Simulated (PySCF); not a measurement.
# From one method to the next for SiSn⁻

Starting from one script, swap the method and compare what comes out for SiSn⁻.

Computed with PySCF 2.14.0. Level: method and basis as typed in the scripts.

10 further runs of the same task are left out: 1 for a known fault of the program, 9 that didn't finish.

### 1 Starting geometry

SiSn⁻: 2 atoms, charge -1, spin multiplicity 2.

Bond lengths: Si1–Sn2 2.308 Å.

### 2 Base script

File input.py:

```python
from pyscf import gto, scf, mcscf

mol = gto.M(
    atom='Si 0 0 0; Sn 0 0 2.308',
    basis='x2c-svpall',
    charge=-1,
    spin=1,
    symmetry=True,
    verbose=3,
)
mf = scf.ROHF(mol)
mf = mf.sfx2c1e()
mf.kernel()
mc = mcscf.CASSCF(mf, 6, 7)
mc.kernel()
mc.analyze()
mf.dip_moment()
print('orbital energies (hartree):', mf.mo_energy[..., max(0, mol.nelec[1]-3):mol.nelec[0]+3].round(4))
```

Started as:

```bash
$ python input.py
```

### 3 Geometry optimisation

Run 1 changes step after the SCF: casscf → optimize.

File input.py:

```python
from pyscf import gto, scf
from pyscf.geomopt.geometric_solver import optimize

mol = gto.M(
    atom='Si 0 0 0; Sn 0 0 2.308',
    basis='x2c-svpall',
    charge=-1,
    spin=1,
    symmetry=True,
    verbose=3,
)
mf = scf.ROHF(mol)
mf = mf.sfx2c1e()
mf.kernel()
mol_eq = optimize(mf, maxsteps=30)
print('optimised geometry (angstrom)')
print(mol_eq.tostring('raw'))
print('orbital energies (hartree):', mf.mo_energy[..., max(0, mol.nelec[1]-3):mol.nelec[0]+3].round(4))
```

### 4 Frequency run (UHF)

Run 2 changes step after the SCF: casscf → frequency; SCF type: ROHF → UHF.

File input.py:

```python
from pyscf import gto, scf
from pyscf.hessian import thermo

mol = gto.M(
    atom='Si 0 0 0; Sn 0 0 2.308',
    basis='x2c-svpall',
    charge=-1,
    spin=1,
    symmetry=True,
    verbose=3,
)
mf = scf.UHF(mol)
mf = mf.sfx2c1e()
mf.kernel()
hess = mf.Hessian().kernel()
print('wavenumber (cm^-1) =', thermo.harmonic_analysis(mol, hess)['freq_wavenumber'].round(1))
mf.dip_moment()
print('orbital energies (hartree):', [e[max(0, n-3):n+3].round(4) for e, n in zip(mf.mo_energy, mol.nelec)])
```

### 5 MP2 (UHF)

Run 3 changes step after the SCF: casscf → mp2; SCF type: ROHF → UHF.

File input.py:

```python
from pyscf import gto, scf, mp

mol = gto.M(
    atom='Si 0 0 0; Sn 0 0 2.308',
    basis='x2c-svpall',
    charge=-1,
    spin=1,
    symmetry=True,
    verbose=3,
)
mf = scf.UHF(mol)
mf = mf.sfx2c1e()
mf.kernel()
mp.MP2(mf).kernel()
mf.dip_moment()
print('orbital energies (hartree):', [e[max(0, n-3):n+3].round(4) for e, n in zip(mf.mo_energy, mol.nelec)])
```

### 6 MP2 (UHF)

Run 4 changes step after the SCF: casscf → mp2; SCF type: ROHF → UHF; frozen orbitals: none → 23.

File input.py:

```python
from pyscf import gto, scf, mp

mol = gto.M(
    atom='Si 0 0 0; Sn 0 0 2.308',
    basis='x2c-svpall',
    charge=-1,
    spin=1,
    symmetry=True,
    verbose=3,
)
mf = scf.UHF(mol)
mf = mf.sfx2c1e()
mf.kernel()
mp.MP2(mf, frozen=23).kernel()
mf.dip_moment()
print('orbital energies (hartree):', [e[max(0, n-3):n+3].round(4) for e, n in zip(mf.mo_energy, mol.nelec)])
```

What does the calculation give? Wanted: for each run, E(SCF); from base; gap, α spin; after the SCF.

The runs gave:

| run | E(SCF) (hartree) | from base (eV) | gap, α spin (eV) | after the SCF |
| --- | --- | --- | --- | --- |
| base | -6462.602621 | 0 | n/a | CASSCF correlation -1.751 eV |
| geometry optimisation | -6462.602621 | 0.0000 | n/a | bond 2.316 Å, -0.001 eV |
| frequency run (UHF) | -6462.608698 | -0.1654 | 7.82 | highest mode 460 cm⁻¹ |
| MP2 (UHF) | -6462.608698 | -0.1654 | 7.82 | MP2 correlation -5.588 eV |
| MP2 (UHF) | -6462.608698 | -0.1654 | 7.82 | MP2 correlation -5.089 eV, core frozen |

SCF columns refer to the geometry typed in the script.

What this shows: The dearest run is “frequency run (UHF)”, at 34 s against 3.1 s.
